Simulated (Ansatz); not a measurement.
# H6Pb: the cost of one run

Method: DFT PBE, scalar-relativistic, plane waves, PAW, in Ansatz 0.2.0.

**1. Starting point**

The structure is cubic, space group Fm-3m (No. 225). The conventional cell has a = 6.873 Å, b = 6.873 Å, c = 6.873 Å, α = 90.00°, β = 90.00°, γ = 90.00°. H (site symmetry mmm) has 8 H at 2.43 Å and 2 Pb at 2.43 Å as nearest neighbours. Pb (site symmetry m-3m) has 12 H at 2.43 Å as nearest neighbours.

As a file:

```
CELL_PARAMETERS angstrom
0.00000 3.43638 3.43638
3.43638 0.00000 3.43638
3.43638 3.43638 0.00000
ATOMIC_POSITIONS crystal
H 0.50000 0.50000 0.00000
H 0.50000 0.00000 0.50000
H 0.00000 0.00000 0.50000
H 0.00000 0.50000 0.00000
H 0.00000 0.50000 0.50000
H 0.50000 0.00000 0.00000
Pb 0.00000 0.00000 0.00000
```

Recipe of the guess: species swapped into a database cell of Zn6Mo (Fm-3m, No. 225), with H on the Zn sites and Pb on the Mo sites. Its size is a rough estimate.

**2. Probe: one point on a coarse mesh**

The input, input.yaml:

```yaml
crystal:
  lattice:
    - [0.0, 3.43637512, 3.43637512]
    - [3.43637512, 0.0, 3.43637512]
    - [3.43637512, 3.43637512, 0.0]
  atoms:
    - { symbol: H, position: [0.5, 0.5, 0.0] }
    - { symbol: H, position: [0.5, 0.0, 0.5] }
    - { symbol: H, position: [0.0, 0.0, 0.5] }
    - { symbol: H, position: [0.0, 0.5, 0.0] }
    - { symbol: H, position: [0.0, 0.5, 0.5] }
    - { symbol: H, position: [0.5, 0.0, 0.0] }
    - { symbol: Pb, position: [0.0, 0.0, 0.0] }
basis:
  ecutwfc: 420
kpoints:
  mp_grid: { grid: [4, 4, 4] }
hamiltonian:
  xc: pbe
scf:
  occupations: { method: gaussian, width: 0.1 }
  lower_state_search: "off"
output:
  forces: true
  stress: true
  eigenvalues: true
```

Started as:

```
> ansatz run input.yaml --threads 1 --pin off --max-ram 2048MiB --backend cpu --events-out ev --progress --plain --runs-dir out
```

Q: Estimate wall time and peak memory on 1 thread of Intel Xeon Platinum 8259CL at 2.50GHz (Skylake/Cascade Lake), shared host.

About 1.4 s, with a peak of 0.37 GiB.
